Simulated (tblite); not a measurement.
# C6H11NSi2: the cost of one run

Programs: tblite 0.8.0 and PySCF 2.14.0, with density-fitted response routines of our own. Each step states its level of theory. These are calculated values for one molecule, in the gas phase or a continuum, unless marked as measured. Atoms count from 0, in the outputs and in this text.

## Step 1: Starting geometry

20 atoms, charge 0, multiplicity 1; geometry from: force field or distance geometry start.

Bonds of the start (Å): N0–C1 1.17, C1–C2 1.41, C2–C3 1.36, C3–C4 1.46, C4–Si5 1.88, Si5–C6 1.87, C6–C7 1.33, C7–Si8 1.86, C2–H9 1.10, C3–H10 1.08, C4–H11 1.12, C4–H12 1.11, Si5–H13 1.47, Si5–H14 1.47, C6–H15 1.10, C7–H16 1.11, Si8–H17 1.46, Si8–H18 1.48, Si8–H19 1.45.

## Step 2: Optimising the geometry with GFN2-xTB

The job: settings as JSON, then the geometry in Å.

```
{"job": {"kind": "relax", "xc": "GFN2-xTB", "basis": "xTB"}, "charge": 0, "multiplicity": 1}
N     -0.959300    -2.808300     1.106100
C     -1.836100    -2.104200     0.779800
C     -2.883300    -1.248600     0.381300
C     -2.685700    -0.298000    -0.567500
C     -1.338200    -0.204100    -1.130200
Si    -0.543300     1.475400    -0.870000
C      0.994500     1.181800     0.145900
C      1.947000     0.458900    -0.445900
Si     3.543600     0.052200     0.410100
H     -3.884400    -1.336900     0.820300
H     -3.489000     0.349300    -0.875500
H     -1.343300    -0.349600    -2.241200
H     -0.681000    -0.988000    -0.709100
H     -0.081800     2.093600    -2.120100
H     -1.442900     2.412100    -0.180700
H      1.093300     1.572900     1.168100
H      1.773300     0.087300    -1.474000
H      4.577300     0.043800    -0.621700
H      3.425400    -1.322500     0.951700
H      3.808700     0.943700     1.527300
```

Command:

```console
$ OMP_NUM_THREADS=1 python probes_run.py task.json out
```

This one command runs all jobs of the session in turn.

Q: Estimate the wall time and peak memory of this first job on 1 thread of Arm Neoverse V1, shared host.

About 2.4 s, with a peak of 0.18 GiB.
